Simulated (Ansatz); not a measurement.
# MgCd2O3: the cost of one run

Method: DFT PBE, scalar-relativistic, plane waves, PAW, in Ansatz 0.2.0.

### Step 1. Starting point

It takes space group I4/mmm (No. 139, tetragonal). Conventional cell: a = 3.516 Å, b = 3.516 Å, c = 14.916 Å, α = 90.00°, β = 90.00°, γ = 90.00°. Mg (site symmetry 4/mmm) is surrounded by 6 O at 2.49 Å. Around Cd (site symmetry 4mm) lie 6 O at 2.49 Å. Around O (site symmetry 4/mmm) lie 4 Mg at 2.49 Å and 2 Cd at 2.49 Å. O (site symmetry 4mm) is surrounded by 5 Cd at 2.49 Å and 1 Mg at 2.49 Å.

Structure file:

```xyz
6
Lattice="-1.7579 1.7579 7.4580 1.7579 -1.7579 7.4580 1.7579 1.7579 -7.4580" Properties=species:S:1:pos:R:3 pbc="T T T"
Mg    0.0000    0.0000    7.4580
Cd    0.0000    0.0000   12.4300
Cd    0.0000    0.0000    2.4860
O     0.0000    0.0000    0.0000
O     0.0000    0.0000    9.9440
O     0.0000    0.0000    4.9720
```

The start is an ordering of an alloy on its end members' structure types: elements ordered on the sites of the MgO type, Cd/Mg on Mg (I4/mmm, No. 139).

### Step 2. The guess as it stands, on a coarse mesh

input.yaml

```yaml
crystal:
  lattice:
    - [-1.75787159, 1.75787159, 7.45801755]
    - [1.75787159, -1.75787159, 7.45801755]
    - [1.75787159, 1.75787159, -7.45801755]
  atoms:
    - { symbol: Mg, position: [0.5, 0.5, 0.0] }
    - { symbol: Cd, position: [0.83333333, 0.83333333, 0.0] }
    - { symbol: Cd, position: [0.16666667, 0.16666667, 0.0] }
    - { symbol: O, position: [0.0, 0.0, 0.0] }
    - { symbol: O, position: [0.66666667, 0.66666667, 0.0] }
    - { symbol: O, position: [0.33333333, 0.33333333, 0.0] }
basis:
  ecutwfc: 420
kpoints:
  mp_grid: { grid: [8, 8, 8] }
hamiltonian:
  xc: pbe
scf:
  occupations: { method: gaussian, width: 0.1 }
  lower_state_search: "off"
output:
  forces: true
  stress: true
  eigenvalues: true
```

Launch:

```sh
$ ansatz run input.yaml --threads 1 --pin off --max-ram 2560MiB --backend cpu --events-out ev --progress --plain --runs-dir out
```

**Question.** How long does this run take on 1 thread of Intel Xeon at 2.70GHz, shared host, and how much memory does it need?

About 9.5 s, with a peak of 0.46 GiB.
